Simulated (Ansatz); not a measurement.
# MoClO (doublet): from Hartree-Fock to the top rungs, def2-SVP

The task here is to estimate one member of a computed series from the others.

The runs use Ansatz 0.2.0, Gaussian basis; def2-SVP, core rule «outside noble gas», up to 10 orbitals frozen.

The runs, in order: UHF; CCSD(T) on ROHF; CCSD(T) on UHF; CISD; CCSDT(Q) on ROHF; CCSDT(Q) on UHF.

7 further runs of the same task are left out: 2 for a known fault of the program, 5 set aside as unsound or not needed.

**The geometry**

The geometry is a PBE0/def2-TZVP stationary point (not a proven minimum). No spin-orbit coupling is included. Elements past krypton take def2 core potentials.

3 atoms, charge 0, spin multiplicity 2.

Atoms are counted from 1 here; the program's logs count them from 0.

Bond lengths: Mo1–O2 1.666 Å, Mo1–Cl3 2.338 Å. Angles: O2–Mo1–Cl3 180.0°.

Set-up of the first run:

The input, in.yaml:

```yaml
crystal:
  periodic: [false, false, false]
  atoms:
    - {symbol: Mo, position_ang: [0.000000, 0.000000, -0.223933]}
    - {symbol: O, position_ang: [0.000000, 0.000000, -1.890133]}
    - {symbol: Cl, position_ang: [0.000000, 0.000000, 2.114067]}
basis:
  gaussian: {orbitals: def2-SVP}
magnetization: {spin_polarized: true, initial_magnetization: 1}
hamiltonian: {xc: hf}
output: {orbitals: {seedname: orbitals}}
```

Run with:

```sh
> ansatz run in.yaml --threads 1 --pin off --events-out ev --progress --plain --max-ram 4096MiB --backend cpu
```

Among the steps run: UHF; CCSD(T) on ROHF; CCSD(T) on UHF; CISD; CCSDT(Q) on ROHF; CCSDT(Q) on UHF.

One of the session's tables, all rows but one given; the rest of the session is left out.

It belongs to the step «Misses and costs». 

```
   method  from RCCSDT(Q) (kcal/mol)
     ROHF                    +313.87
      UHF                    +304.82
     RMP2                     +13.65
     UMP2                      +8.80
    RCCSD                     +17.03
    UCCSD                      +6.90
 RCCSD(T)                      +1.06
 UCCSD(T)                     -11.57
   RCCSDT                          ?
   UCCSDT                     -16.35
RCCSDT(Q)                          0
UCCSDT(Q)                     -22.81
```

Q: Estimate the row for RCCSDT from the others.

The run gave: from RCCSDT(Q) (kcal/mol): +0.17. In the column «from RCCSDT(Q) (kcal/mol)» it lies between RCCSDT(Q) (0) and RCCSD(T) (+1.06).

Not comparable, so not listed: CISD (they don't share determinant, frozen orbitals or solution with the rows shown, or repeat one).

To keep in mind: The determinant is far from a pure spin state, so its energy mixes those of several spin states (harmless only where they are near-degenerate, as at dissociation). The program flags UCCSD(T), UCCSDT(Q) as in doubt, so those rows may rest on another solution; read them beside their warnings. Restricted and unrestricted rows rest on different reference determinants; where their highest levels disagree by more than a few hundredths of an eV, they describe different states and don't form one ladder.
